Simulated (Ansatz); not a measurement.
# CH4GeO2 (SMILES O=C[O][GeH3]): SVWN5/def2-SVP

Aim: the electronic atomisation energy of CH4GeO2 at SVWN5/def2-SVP, from 5 runs. 

The results are computed with Ansatz 0.2.0.

53 further runs of the same task are left out: 53 set aside as unsound or not needed. Runs told in other sessions of the task aren't counted.

### 1 The structure to begin with

CH4GeO2: 8 atoms, total charge 0, spin state singlet. SMILES: `O=C[O][GeH3]`. The coordinates come from a PBE0-D4/def2-TZVP relaxation. This is one conformer, not always the lowest.

Bond lengths: O1–C2 1.203 Å, C2–O3 1.318 Å, O3–Ge4 1.840 Å, C2–H5 1.101 Å, Ge4–H6 1.528 Å, Ge4–H7 1.528 Å, Ge4–H8 1.531 Å. Angles: O1–C2–O3 124.7°, C2–O3–Ge4 113.7°, O1–C2–H5 123.7°, O3–C2–H5 111.6°, O3–Ge4–H6 108.6°, O3–Ge4–H7 108.6°, O3–Ge4–H8 100.3°, H6–Ge4–H7 113.7°, H6–Ge4–H8 112.4°, H7–Ge4–H8 112.4°.

### 2 A single-point energy at SVWN5/def2-SVP

Input file in.yaml:

```yaml
crystal:
  periodic: [false, false, false]
  atoms:
    - {symbol: O, position_ang: [1.249800, -0.737800, 1.111600]}
    - {symbol: C, position_ang: [1.395900, 0.277800, 0.484100]}
    - {symbol: O, position_ang: [0.493200, 0.797800, -0.322800]}
    - {symbol: Ge, position_ang: [-1.061900, -0.180000, -0.421000]}
    - {symbol: H, position_ang: [2.310300, 0.889700, 0.516800]}
    - {symbol: H, position_ang: [-1.700900, -0.218500, 0.966900]}
    - {symbol: H, position_ang: [-0.732900, -1.562300, -0.983900]}
    - {symbol: H, position_ang: [-1.861500, 0.676100, -1.407500]}
basis:
  gaussian:
    orbitals: def2-SVP
hamiltonian:
  xc: {name: SVWN5}
accuracy: high
output: {orbitals: {seedname: orbitals}}
```

The run is started by

```console
ansatz run in.yaml --threads 1 --pin off --max-ram 2610MiB --events-out events.jsonl --progress --plain --runs-dir runs
```

The log of the run:

```text
Warning: RAYON_NUM_THREADS=1 ignored (pool sized by the plan → 1); use --threads N
Functional definition: SVWN5
  name "SVWN5"
  exchange = slater_x
  correlation = vwn5_c
2075 factors; integrals over basis functions are off by at most 4.6e-9 eV
mean field evaluation 1: about -61573.4639 eV, gradient 5.7e1 eV
mean field evaluation 2: about -61551.5972 eV, gradient 1.2e2 eV
mean field evaluation 4: about -61578.4985 eV, gradient 1.7e1 eV
mean field evaluation 8: about -61579.0202 eV, gradient 2.4e-1 eV
mean field evaluation 16: about -61579.0203 eV, gradient 1.2e-5 eV
mean field -61579.02029582 eV, -2262.9872561125 hartree, gradient 2.3e-8 eV, S^2 0.000000; 0 other end points of the search recorded, 0 dependent functions left out
reference -61579.02029897 eV, -2262.9872562279 hartree; 29, 29 occupied and 65, 65 virtual orbitals, 2075 factors
Total energy: -61579.02029897 eV, -2262.9872562279 hartree
```

It took 4.5 s on 1 thread of Arm Neoverse V2, shared host; peak memory 0.24 GiB.

### 3 The C atom

Input file run.yaml:

```yaml
basis:
  gaussian: {orbitals: def2-SVP}
crystal:
  periodic: [false, false, false]
  atoms:
    - {symbol: C, position_ang: [0.000000, 0.000000, 0.000000]}
magnetization: {spin_polarized: true, initial_magnetization: 2}
hamiltonian: {xc: {name: SVWN5}}
accuracy: high
```

The run is started by

```console
ansatz run run.yaml --threads 1 --pin off --max-ram 2610MiB --events-out events.jsonl --progress --plain --runs-dir runs
```

The log of the run:

```text
Warning: RAYON_NUM_THREADS=1 ignored (pool sized by the plan → 1); use --threads N
[... 4 set-up lines as earlier in the session ...]
95 factors; integrals over basis functions are off by at most 1.9e-9 eV
mean field evaluation 1: about -1018.1511 eV, gradient 4.5e0 eV
mean field evaluation 2: about -1018.1775 eV, gradient 4.5e0 eV
mean field evaluation 4: about -1018.2898 eV, gradient 1.1e0 eV
mean field evaluation 8: about -1018.2948 eV, gradient 1.1e-4 eV
mean field evaluation 16: about -1018.2353 eV, gradient 3.6e0 eV
mean field evaluation 32: about -1018.2948 eV, gradient 2.7e-6 eV
mean field -1018.29484519 eV, -37.4216453358 hartree, gradient 4.9e-9 eV, S^2 2.002038; 2 other end points of the search recorded, 0 dependent functions left out
reference -1018.29484657 eV, -37.4216453866 hartree; 4, 2 occupied and 10, 12 virtual orbitals, 95 factors
Total energy: -1018.29484657 eV, -37.4216453866 hartree
```

It took 0.26 s on 1 thread of Arm Neoverse V2, shared host.

### 4 The Ge atom, same level

Input file job.yaml:

```yaml
crystal:
  periodic: [false, false, false]
  atoms:
    - {symbol: Ge, position_ang: [0.000000, 0.000000, 0.000000]}
basis:
  gaussian:
    orbitals: def2-SVP
magnetization:
  spin_polarized: true
  initial_magnetization: 2
hamiltonian:
  xc: {name: SVWN5}
accuracy: high
```

Run the same way, it converges to -2073.49431 Eh (log not shown).

### 5 The H atom

Input file run.yaml:

```yaml
crystal:
  periodic: [false, false, false]
  atoms:
    - symbol: H
      position_ang: [0.000000, 0.000000, 0.000000]
basis:
  gaussian:
    orbitals: def2-SVP
accuracy: high
magnetization:
  spin_polarized: true
  initial_magnetization: 1
hamiltonian:
  xc: {name: SVWN5}
```

The run is started by

```console
ansatz run run.yaml --threads 1 --pin off --max-ram 2610MiB --events-out events.jsonl --progress --plain --runs-dir runs
```

The log of the run:

```text
Warning: RAYON_NUM_THREADS=1 ignored (pool sized by the plan → 1); use --threads N
[... 4 set-up lines as earlier in the session ...]
15 factors; integrals over basis functions are off by at most 8.9e-10 eV
mean field evaluation 1: about -12.9915 eV, gradient 3.1e-1 eV
mean field evaluation 2: about -12.9914 eV, gradient 3.1e-1 eV
mean field evaluation 4: about -12.9926 eV, gradient 1.4e-5 eV
mean field evaluation 8: about -12.9926 eV, gradient 2.8e-8 eV
mean field -12.99257338 eV, -0.4774682650 hartree, gradient 2.8e-8 eV, S^2 0.750000; 0 other end points of the search recorded, 0 dependent functions left out
reference -12.99257482 eV, -0.4774683181 hartree; 1, 0 occupied and 4, 5 virtual orbitals, 15 factors
Total energy: -12.99257482 eV, -0.4774683181 hartree
```

Wall time 0.08 s (1 thread of Arm Neoverse V2, shared host).

### 6 The O atom, same level

Input file input.yaml:

```yaml
crystal:
  periodic: [false, false, false]
  atoms:
    - {symbol: O, position_ang: [0.000000, 0.000000, 0.000000]}
basis:
  gaussian:
    orbitals: def2-SVP
magnetization:
  spin_polarized: true
  initial_magnetization: 2
hamiltonian:
  xc: {name: SVWN5}
accuracy: high
```

Run the same way, it converges to -74.42922 Eh (log not shown).

### 7 Outcome

Level: SVWN5/def2-SVP.

```
                     quantity           value
       molecule: total energy  -2262.98726 Eh
        molecule: HOMO energy        -6.67 eV
        molecule: LUMO energy        -1.21 eV
      molecule: HOMO–LUMO gap         5.46 eV
         C atom: total energy    -37.42165 Eh
                 C atom: ⟨S²⟩           2.002
        Ge atom: total energy  -2073.49431 Eh
                Ge atom: ⟨S²⟩           2.001
         H atom: total energy     -0.47747 Eh
                 H atom: ⟨S²⟩           0.750
         O atom: total energy    -74.42922 Eh
                 O atom: ⟨S²⟩           2.002
electronic atomisation energy       35.456 eV
```

In words: Taking the molecule apart into free atoms costs 35.46 eV (818 kcal/mol), before zero-point energy and without spin-orbit coupling.
